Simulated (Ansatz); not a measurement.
Crystal: ScNb.

```
Nb Sc
1.0
     3.06564    0.00000    0.00000
    -1.53282    2.65493    0.00000
     0.00000    0.00000    5.07219
Nb Sc
1 1
Direct
  0.33333 0.66667 0.50000
  0.00000 0.00000 0.00000
```

The cell comes from a database or a generator and needn't be the stable form of this composition.

```yaml
Program: Ansatz 0.2.0
Task: relaxation of cell and atoms
Functional: PBEsol
Potentials_or_basis: Ansatz PAW
Cutoff: "420 eV (not typed: the program's choice for these potentials)"
k_mesh: 10 × 10 × 5
Occupations: fermi-dirac, width 0.05 eV
Spin: no spin polarisation
```

At the start: volume 20.64 Å³/atom.

Question: How do energy, volume and symmetry change on relaxing?

Answer: It ends after 4 steps and the volume is 19.82 Å³/atom (-4.0 %); space group P-6m2 (No. 187, to 0.05 Å).

Step by step:
| step | energy change (eV) | largest force (eV/Å) | volume (Å³) |
| --- | --- | --- | --- |
| 1 | 0.0000 | 0.0000 | 41.28 |
| 2 | -0.0215 | 0.0000 | 39.73 |
| 3 | -0.0215 | 0.0000 | 39.65 |
| 4 | -0.0214 | 0.0000 | 39.65 |

Final structure:
```cif
data_structure
_symmetry_space_group_name_H-M 'P 1'
_symmetry_Int_Tables_number 1
_cell_length_a 3.0271
_cell_length_b 3.0271
_cell_length_c 4.9960
_cell_angle_alpha 90.000
_cell_angle_beta 90.000
_cell_angle_gamma 120.000
_cell_volume 39.65
loop_
_atom_site_label
_atom_site_type_symbol
_atom_site_fract_x
_atom_site_fract_y
_atom_site_fract_z
_atom_site_occupancy
Nb1 Nb 0.33333 0.66667 0.50000 1
Sc1 Sc 0.00000 0.00000 0.00000 1
```

Caveat: the plane-wave basis is chosen anew once the cell has moved, so the energies of steps on either side of that aren't comparable; the PAW data sets come from PBE, with cores solved anew for the run's functional, which leaves a small shift of forces and pressure.
